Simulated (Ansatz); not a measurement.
# ZrB (sextet): from Hartree-Fock to the top rungs, def2-SVP

The task here is to estimate one member of a computed series from the others.

Computed with Ansatz 0.2.0, Gaussian basis. Level: def2-SVP, core rule «outside noble gas», up to 5 orbitals frozen.

To be run: UHF; CCSD(T) on ROHF; CCSD(T) on UHF; CISD as a restricted active space (open shells left free, so some higher excitations enter); CCSDT(Q) on ROHF; CCSDT(Q) on UHF; CCSDTQ on ROHF.

15 further runs of the same task are left out: 8 for a known fault of the program, 2 that didn't finish, 5 set aside as unsound or not needed. Runs told in other sessions of the task aren't counted.

**What is computed**

The geometry is a PBE0/def2-TZVP stationary point (not a proven minimum). No spin-orbit coupling is included. Elements past krypton take def2 core potentials.

2 atoms, charge 0, spin multiplicity 6.

Atoms are counted from 1 here; the program's logs count them from 0.

Bond lengths: Zr1–B2 2.147 Å.

Coordinates:

```xyz
2
BZr
Zr    0.00000    0.00000    0.00000
B     0.00000    0.00000    2.14720
```

The first run:

The input, in.yaml:

```yaml
crystal:
  periodic: [false, false, false]
  atoms:
    - {symbol: Zr, position_ang: [0.000000, 0.000000, 0.000000]}
    - {symbol: B, position_ang: [0.000000, 0.000000, 2.147200]}
basis:
  gaussian: {orbitals: def2-SVP}
magnetization: {spin_polarized: true, initial_magnetization: 5}
hamiltonian: {xc: hf}
output: {orbitals: {seedname: orbitals}}
```

Launch:

```
> ansatz run in.yaml --threads 1 --pin off --events-out ev --progress --plain --max-ram 4096MiB --backend cpu
```

Steps of the session up to this table: UHF; CCSD(T) on ROHF; CCSD(T) on UHF; CISD as a restricted active space (open shells left free, so some higher excitations enter); CCSDT(Q) on ROHF; CCSDT(Q) on UHF; CCSDTQ on ROHF.

One table of the session follows, with a row left open; its other results are not shown here.

It belongs to the step «Misses and costs». 

```
   method  from RCCSDTQ (kcal/mol)
     ROHF                   +82.77
      UHF                   +80.30
     RMP2                   +17.93
     UMP2                   +17.04
    RCCSD                    +5.87
    UCCSD                    +4.31
 RCCSD(T)                    +1.23
 UCCSD(T)                    -0.20
   RCCSDT                    +0.37
   UCCSDT                        ?
RCCSDT(Q)                    +0.06
UCCSDT(Q)                    -1.46
  RCCSDTQ                        0
```

Estimate the missing values for UCCSDT.

As computed: from RCCSDTQ (kcal/mol): -1.09. In the column «from RCCSDTQ (kcal/mol)» it lies between UCCSDT(Q) (-1.46) and UCCSD(T) (-0.20).

Limits of these values: Restricted and unrestricted rows rest on different reference determinants; a gap between their highest levels can come from leftover correlation error, from unlike frozen cores or from another state.
